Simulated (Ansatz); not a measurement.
Working through an equation of state with a fit of NbRu₃C, space group Pm-3m

Computed with Ansatz's Python interface.

Notebook, run cell by cell (the value of a cell's last expression is shown):

**Cell 1**
```python
import ansatz as az
import numpy as np
from scipy.optimize import curve_fit
```

**Cell 2**
```python
SMEARING_WIDTH = 0.1
CUTOFF = 500
MESH = (6, 6, 6)
```

**Cell 3**
```python
VECTORS = np.array([
    [4.06514, 0.0, 0.0],
    [0.0, 4.06514, 0.0],
    [0.0, 0.0, 4.06514],
])
SITES = [
    ('Nb', (0.0, 0.0, 0.0)),
    ('Ru', (0.0, 0.5, 0.5)),
    ('Ru', (0.5, 0.0, 0.5)),
    ('Ru', (0.5, 0.5, 0.0)),
    ('C', (0.5, 0.5, 0.5)),
]
```

**Cell 4**
```python
def build(cell):
    crystal = az.Crystal(lattice=az.Lattice.of(cell))
    for symbol, position in SITES:
        crystal = crystal.atom(symbol, position)
    return crystal
```

**Cell 5**
```python
def vinet(v, e0, v0, b0, b1):
    eta = (v / v0) ** (1 / 3)
    return e0 + 2 * b0 * v0 / (b1 - 1) ** 2 * (2 - (5 + 3 * b1 * (eta - 1) - 3 * eta) * np.exp(-1.5 * (b1 - 1) * (eta - 1)))
```

**Cell 6**
```python
# uniform scaling of the cell
volumes, energies, pressures = [], [], []
for scale in np.linspace(0.94, 1.06, 7):
    cell = VECTORS * scale ** (1 / 3)
    calculation = (
        build(cell).calculation()
        .occupations(az.OccupationsMethod.FERMI_DIRAC, width=SMEARING_WIDTH)
        .basis(CUTOFF)
        .kpoints(*MESH)
        .stress()
    )
    rep = calculation.run(threads=1, backend='cpu').report
    volumes.append(abs(np.linalg.det(cell)) / len(SITES))
    energies.append(rep['free_energy_ev'] / len(SITES))
    pressures.append(np.trace(rep['stress_gpa']) / 3)
    print(f'V = {volumes[-1]:8.4f} A^3/atom  F = {energies[-1]:.5f} eV/atom  P = {pressures[-1]:8.3f} GPa')
```
Output:
```text
V =  12.6294 A^3/atom  F = -4487.88079 eV/atom  P =   15.894 GPa
V =  12.8982 A^3/atom  F = -4487.90139 eV/atom  P =    8.807 GPa
V =  13.1669 A^3/atom  F = -4487.91076 eV/atom  P =    2.474 GPa
V =  13.4356 A^3/atom  F = -4487.91007 eV/atom  P =   -3.185 GPa
V =  13.7043 A^3/atom  F = -4487.90041 eV/atom  P =   -8.240 GPa
V =  13.9730 A^3/atom  F = -4487.88274 eV/atom  P =  -12.751 GPa
V =  14.2417 A^3/atom  F = -4487.85791 eV/atom  P =  -16.776 GPa
```

**Cell 7**
```python
guess = (min(energies), volumes[int(np.argmin(energies))], 0.5, 4.5)
(e0, v0, b0, b1), _ = curve_fit(vinet, np.array(volumes), np.array(energies), p0=guess, maxfev=20000)
print(f'Vinet fit: V0 = {v0:.4f} A^3/atom, B0 = {160.21766 * b0:.1f} GPa, B1 = {b1:.2f}')
print('largest residual', round(1000 * float(np.abs(vinet(np.array(volumes), e0, v0, b0, b1) - energies).max()), 3), 'meV/atom')
```
Output:
```text
Vinet fit: V0 = 13.2807 A^3/atom, B0 = 282.0 GPa, B1 = 4.56
largest residual 0.005 meV/atom
```

A third-order Birch-Murnaghan fit through the 7 points (the script's own form differs a little) has its minimum at 13.28 Å³ an atom, 1.2 % below the typed cell, with a bulk modulus of 282 GPa and dB/dP = 4.6. From that minimum the energy rises by 30.8 meV an atom on the compressed side and 53.7 meV on the expanded side.

Reading the output:
- Total energies depend on the potentials; only differences at equal settings carry meaning.
- The run is spin-unpolarised.
- The mesh is modest for a metal, so energies can be off by several to tens of meV an atom and pressures by half a GPa or more; differences at equal mesh fare better.
- Pressure is positive in compression.
- No functional is typed, so the default, PBE, holds.
- The structure comes from a database of computed cells and needn't be a stable or known phase.
- Finished in 23 s on 1 thread of Arm Neoverse V1 (shared host), peak memory 0.49 GiB.
